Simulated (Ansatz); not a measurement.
# SnPb3S4: the cost of one run

Method: DFT PBE, scalar-relativistic, plane waves, PAW, in Ansatz 0.2.0.

1 further run of the same task is left out (set aside as unsound or not needed).

**1. The system as given**

The structure is orthorhombic, space group Cmmm (No. 65). Conventional cell: a = 8.444 Å, b = 11.943 Å, c = 4.223 Å, α = 90.00°, β = 90.00°, γ = 90.00°. Around Sn (site symmetry mmm) lie 6 S at 2.95 Å. Pb (site symmetry 2/m) has 6 S at 2.99 Å as nearest neighbours. Around Pb (site symmetry mmm) lie 6 S at 3.02 Å. Around S (site symmetry 2mm) lie 2 Sn at 2.95 Å and 4 Pb at 2.99 to 3.02 Å. S (site symmetry m2m) has 1 Sn at 2.95 Å and 5 Pb at 2.99 to 3.02 Å as nearest neighbours.

As a file:

```cif
data_structure
_symmetry_space_group_name_H-M 'Cmmm'
_symmetry_Int_Tables_number 65
_cell_length_a 8.4445
_cell_length_b 11.9429
_cell_length_c 4.2228
_cell_angle_alpha 90.000
_cell_angle_beta 90.000
_cell_angle_gamma 90.000
_cell_volume 425.87
loop_
_atom_site_label
_atom_site_type_symbol
_atom_site_symmetry_multiplicity
_atom_site_Wyckoff_symbol
_atom_site_fract_x
_atom_site_fract_y
_atom_site_fract_z
_atom_site_occupancy
Sn1 Sn 2 d 0.00000 0.00000 0.50000 1
Pb1 Pb 4 e 0.25000 0.25000 0.00000 1
Pb2 Pb 2 c 0.50000 0.00000 0.50000 1
S1 S 4 g 0.75534 0.00000 0.00000 1
S2 S 4 j 0.50000 0.74728 0.50000 1
```

It is the end of an earlier relaxation with the same method, from a generated guess; it is a trial structure. At a tolerance of 0.05 Å it has space group Cmmm (No. 65); it has 26.62 Å³/atom, an uncorrected energy of -0.51 eV/atom over the elements.

**2. Electronic structure at the relaxed geometry**

input.yaml reads:

```yaml
crystal:
  lattice:
    - [4.2222416474, -5.9714614921, 0.0]
    - [4.2222416474, 5.9714614921, 0.0]
    - [0.0, 0.0, 4.2227603751]
  atoms:
    - { symbol: Sn, position: [0.0, 0.0, 0.5] }
    - { symbol: Pb, position: [0.0, 0.5, 0.0] }
    - { symbol: Pb, position: [0.5, 0.5, 0.5] }
    - { symbol: Pb, position: [0.5, 0.0, 0.0] }
    - { symbol: S, position: [0.7553445399, 0.7553445399, 0.0] }
    - { symbol: S, position: [0.7527165316, 0.2472834684, 0.5] }
    - { symbol: S, position: [0.2472834684, 0.7527165316, 0.5] }
    - { symbol: S, position: [0.2446554601, 0.2446554601, 0.0] }
basis:
  ecutwfc: 420
kpoints:
  mp_grid: { grid: [6, 6, 10] }
  band_path:
    path:
      - [[0.0, 0.0, 0.0], [-0.5, 0.5, 0.0], [-0.37498702, 0.62501298, 0.0]]
      - [[0.37498702, 0.37498702, 0.0], [0.0, 0.0, 0.0], [0.0, 0.0, 0.5], [0.37498702, 0.37498702, 0.5]]
      - [[-0.37498702, 0.62501298, 0.5], [-0.5, 0.5, 0.5], [-0.5, 0.5, 0.0]]
      - [[0.0, 0.0, 0.0], [0.0, 0.5, 0.0], [0.0, 0.5, 0.5], [0.0, 0.0, 0.5], [-0.5, 0.5, 0.5]]
    npoints: 14
hamiltonian:
  xc: pbe
scf:
  occupations: { method: gaussian, width: 0.1 }
  n_extra_bands: 20
output:
  forces: true
  stress: true
  eigenvalues: true
  populations: true
  dos: { projected: true, de: 0.02, nscf_kmesh: { grid: [8, 8, 12] } }
  bader: true
  write_density: true
  write_potential: true
  elf: true
  volumetric_format: npy
```

Run with:

```console
$ ansatz run input.yaml --threads 1 --pin off --max-ram 2560MiB --backend cpu --events-out ev --progress --plain --runs-dir out
```

Q: Estimate wall time and peak memory on 1 thread of Intel Xeon at 2.50GHz (Skylake/Cascade Lake), shared host.

About 8 min, with a peak of 1.4 GiB.
